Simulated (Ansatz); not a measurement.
## CuHS, SMILES [SH][Cu]: a rigid scan of one bond angle

Program: the Ansatz DFT code, driven from Python.

The script, `bend_cuhs.py`:
```python
'''Energy of CuHS against one bond angle.'''

import warnings

import ansatz as az
from ase import Atoms

params = {
    'basis_set': 'def2-SVP',
    'functional': 'pbe',
    'fmax': 0.02,
}

warnings.simplefilter('ignore', az.DeckWarning)

atoms = Atoms(['S', 'Cu', 'H'], positions=[
    [-0.399, 0.377, -0.1858],
    [1.5452, 0.2657, 0.8773],
    [-1.1571, -0.7075, -0.7047],
])

# start the scan from a relaxed geometry
first = (
    az.Crystal.molecule_from_ase(atoms).calculation()
    .basis(gaussian=params['basis_set'])
    .functional(params['functional'])
    .relax(force_tolerance=params['fmax'], max_steps=80)
)
atoms.positions = first.run(threads=1).report['positions_ang']

rows = []
for angle in [90, 100, 110, 120, 135, 150, 165, 179]:
    bent = atoms.copy()
    bent.set_angle(2, 0, 1, angle, indices=[1])
    job = az.Crystal.molecule_from_ase(bent).calculation()
    job = job.basis(gaussian=params['basis_set'])
    job = job.functional(params['functional'])
    rows.append((angle, job.run(threads=1).report['free_energy_ev']))
floor = min(e for _, e in rows)
for angle, e in rows:
    print(f'angle H2-S0-Cu1 = {angle:3d} deg   {1000 * (e - floor):9.1f} meV')
```

```console
$ python bend_cuhs.py
angle H2-S0-Cu1 =  90 deg         0.0 meV
angle H2-S0-Cu1 = 100 deg        17.7 meV
angle H2-S0-Cu1 = 110 deg        99.7 meV
angle H2-S0-Cu1 = 120 deg       246.7 meV
angle H2-S0-Cu1 = 135 deg       573.9 meV
angle H2-S0-Cu1 = 150 deg       983.1 meV
angle H2-S0-Cu1 = 165 deg      1383.5 meV
angle H2-S0-Cu1 = 179 deg      1592.7 meV
```

The scan is rigid, and the energies are electronic, in a modest basis. The zero is the lowest point of the grid, which needn't be the minimum. It ran for 25 s on 1 thread of Arm Neoverse V1, with other jobs on the host, peak memory 0.19 GiB.

(Lines on the test bed's own set-up are left out of the output.)
